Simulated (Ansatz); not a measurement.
# C₂H₆BFOS: up Jacob's ladder to CCSD(T)

How much do the methods differ for C₂H₆BFOS? The plan is to run it at one geometry with functionals of several rungs and with coupled cluster, and see how far each lands from CCSD(T) at the basis-set limit for the atomisation energy.

Method: functionals in def2-TZVPP, the program's frozen cores in correlated methods; program: Ansatz 0.2.0, Gaussian basis.

Levels to be run: PBE-D4, r2SCAN-D4, PBE0-D4, B3LYP-D4, ωB97X-V, ωB97M-V, B2PLYP; CCSD(T)/def2-TZVPP; MP2/def2-QZVPP; extrapolation to the limit.

## 1. The relaxed structure

All runs share one geometry, relaxed beforehand with PBE0-D4 in a triple-zeta def2 set.

SMILES `CB(F)C(O)S`, 12 atoms, charge 0, spin multiplicity 1.

Atoms are counted from 1 here; the program's logs count them from 0.

Bond lengths: C1–B2 1.560 Å, C1–H7 1.091 Å, C1–H8 1.097 Å, C1–H9 1.093 Å, B2–F3 1.349 Å, B2–C4 1.560 Å, C4–O5 1.377 Å, C4–S6 1.909 Å, C4–H10 1.087 Å, O5–H11 0.964 Å, S6–H12 1.342 Å. Angles: B2–C1–H7 113.7°, B2–C1–H8 108.4°, B2–C1–H9 111.6°, H7–C1–H8 107.4°, H7–C1–H9 108.8°, H8–C1–H9 106.6°, C1–B2–F3 119.2°, C1–B2–C4 126.6°, F3–B2–C4 114.0°, B2–C4–O5 118.8°, B2–C4–S6 88.5°, B2–C4–H10 119.7°, O5–C4–S6 110.7°, O5–C4–H10 109.8°, S6–C4–H10 106.2°, C4–O5–H11 108.2°, C4–S6–H12 96.4°.

## 2. PBE-D4 (GGA)

in.yaml

```yaml
crystal:
  periodic: [false, false, false]
  atoms:
    - {symbol: C, position_ang: [-0.404684, 1.417371, -0.766440]}
    - {symbol: B, position_ang: [0.461495, 0.385528, 0.020278]}
    - {symbol: F, position_ang: [1.574017, 0.807363, 0.655580]}
    - {symbol: C, position_ang: [0.242347, -1.158317, 0.080455]}
    - {symbol: O, position_ang: [1.303762, -1.965051, 0.424121]}
    - {symbol: S, position_ang: [-0.910984, -0.884304, 1.577099]}
    - {symbol: H, position_ang: [-1.343646, 1.006912, -1.141344]}
    - {symbol: H, position_ang: [0.171152, 1.763433, -1.633411]}
    - {symbol: H, position_ang: [-0.623784, 2.301988, -0.163665]}
    - {symbol: H, position_ang: [-0.359394, -1.647325, -0.681207]}
    - {symbol: H, position_ang: [1.996819, -1.407674, 0.796228]}
    - {symbol: H, position_ang: [-2.030001, -0.675323, 0.866205]}
basis:
  gaussian: {orbitals: def2-TZVPP}
hamiltonian: {xc: pbe, dispersion: d4}
output: {forces: true, orbitals: {seedname: orbitals}}
```

The run is started by

```sh
$ ansatz run in.yaml --threads 4 --pin off --events-out ev --progress --plain --max-ram 10444MiB
```

After this run come: r2SCAN-D4 (meta-GGA); PBE0-D4 (hybrid); B3LYP-D4 (hybrid); ωB97X-V (range-separated); ωB97M-V (range-separated); B2PLYP (double hybrid); CCSD(T) in def2-TZVPP; MP2 in def2-QZVPP.

Q: Predict the results of all the runs planned. Wanted: atomisation energy, CCSD(T)/CBS; farthest; mean size of error, hybrid; mean size of error, range-separated; gap, smallest and largest; T1 diagnostic; triples share of the correlation energy.

As calculated:

| quantity | value |
| --- | --- |
| atomisation energy, CCSD(T)/CBS | 4650.2 kJ/mol |
| functionals within 23.3 kJ/mol (0.5 %) | B3LYP-D4, ωB97X-V |
| farthest | PBE-D4 (+137.8 kJ/mol) |
| mean size of error, hybrid | 18.8 kJ/mol |
| mean size of error, range-separated | 24.0 kJ/mol |
| gap, smallest and largest | 4.68 eV (PBE-D4), 11.32 eV (ωB97X-V) |
| T1 diagnostic | 0.0125 |
| triples share of the correlation energy | 3.8 % |

What this shows: PBE-D4 is off by +137.8 kJ/mol. Double hybrids carry the basis error of their MP2 part in triple zeta, and no dispersion term here, so their miss is partly the set-up's. Misses under about 23.3 kJ/mol are within the doubt on the reference itself, which lacks core-valence correlation, relativity and higher excitations. Hartree-Fock recovers 73 % of the binding; the rest is correlation. The gap grows from 4.7 to 11.3 eV across the functionals, mostly with the share of exact exchange.
